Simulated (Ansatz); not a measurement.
# C₂H₅NOSn: small, medium and large basis sets

How large a basis does C₂H₅NOSn need? Two functionals are run in growing sets.

Program: Ansatz 0.2.0, Gaussian basis. Level of theory: one geometry, several basis sets. These are calculated values, not measurements.

The runs, in order: PBE0-D4/def2-SVP; ωB97M-V/def2-SVP; PBE0-D4/def2-QZVPP; ωB97M-V/def2-QZVPP; the functionals' def2-TZVPP values are taken from earlier runs.

### Step 1. The geometry

An earlier PBE0-D4 in a triple-zeta def2 set relaxation fixed the geometry. Sn takes the def2 core potential; no spin-orbit term is included.

SMILES `[CH3][SnH2][N]=C=O`, 10 atoms, charge 0, spin multiplicity 1.

Atoms are counted from 1 here; the program's logs count them from 0.

Bond lengths: C1–Sn2 2.123 Å, C1–H6 1.090 Å, C1–H7 1.090 Å, C1–H8 1.090 Å, Sn2–N3 2.031 Å, Sn2–H9 1.704 Å, Sn2–H10 1.707 Å, N3–C4 1.199 Å, C4–O5 1.170 Å. Angles: Sn2–C1–H6 109.4°, Sn2–C1–H7 109.2°, Sn2–C1–H8 110.5°, H6–C1–H7 109.2°, H6–C1–H8 109.3°, H7–C1–H8 109.3°, C1–Sn2–N3 104.1°, C1–Sn2–H9 113.8°, C1–Sn2–H10 114.2°, N3–Sn2–H9 105.1°, N3–Sn2–H10 106.4°, H9–Sn2–H10 112.2°, Sn2–N3–C4 140.8°, N3–C4–O5 176.7°.

Coordinates:

```xyz
10

C    -1.7556   -0.2040    0.4317
Sn    0.0463   -0.5300   -0.6422
N     1.4703    0.3626    0.4976
C     2.4656    1.0223    0.3915
O     3.4402    1.6684    0.3559
H    -1.9429    0.8666    0.5074
H    -1.6563   -0.6228    1.4327
H    -2.5938   -0.6811   -0.0766
H     0.5095   -2.1680   -0.7281
H     0.0998    0.2347   -2.1669
```

### Step 2. PBE0-D4 in def2-SVP

Contents of in.yaml:

```yaml
crystal:
  periodic: [false, false, false]
  atoms:
    - {symbol: C, position_ang: [-1.755617, -0.204029, 0.431671]}
    - {symbol: Sn, position_ang: [0.046314, -0.529971, -0.642205]}
    - {symbol: N, position_ang: [1.470301, 0.362623, 0.497635]}
    - {symbol: C, position_ang: [2.465600, 1.022346, 0.391540]}
    - {symbol: O, position_ang: [3.440153, 1.668352, 0.355920]}
    - {symbol: H, position_ang: [-1.942937, 0.866635, 0.507385]}
    - {symbol: H, position_ang: [-1.656348, -0.622765, 1.432740]}
    - {symbol: H, position_ang: [-2.593755, -0.681094, -0.076608]}
    - {symbol: H, position_ang: [0.509509, -2.167966, -0.728140]}
    - {symbol: H, position_ang: [0.099780, 0.234668, -2.166940]}
basis:
  gaussian: {orbitals: def2-SVP}
hamiltonian: {xc: pbe0, dispersion: d4}
output: {orbitals: {seedname: orbitals}}
```

Command:

```sh
ansatz run in.yaml --threads 2 --pin off --events-out ev --progress --plain --max-ram 22528MiB --backend cpu
```

Further steps of the session: ωB97M-V in def2-SVP; PBE0-D4 in def2-QZVPP; ωB97M-V in def2-QZVPP.

**Question.** What will the summary of the whole plan be? Wanted: PBE0-D4: double and triple zeta above quadruple; ωB97M-V: double and triple zeta above quadruple.

The runs gave:

| quantity | value |
| --- | --- |
| PBE0-D4: double and triple zeta above quadruple | 7.29, 0.37 eV |
| ωB97M-V: double and triple zeta above quadruple | 7.54, 0.35 eV |

**Reading.** PBE0-D4 gains 6.92 eV from double to triple zeta, then 0.37 eV more. These are total energies; as a rule much of such shifts cancels in differences, which this series doesn't test. The LUMO of ωB97M-V is positive and keeps falling with the basis (1.69 to 0.76 eV): an unbound level that the basis holds in place.
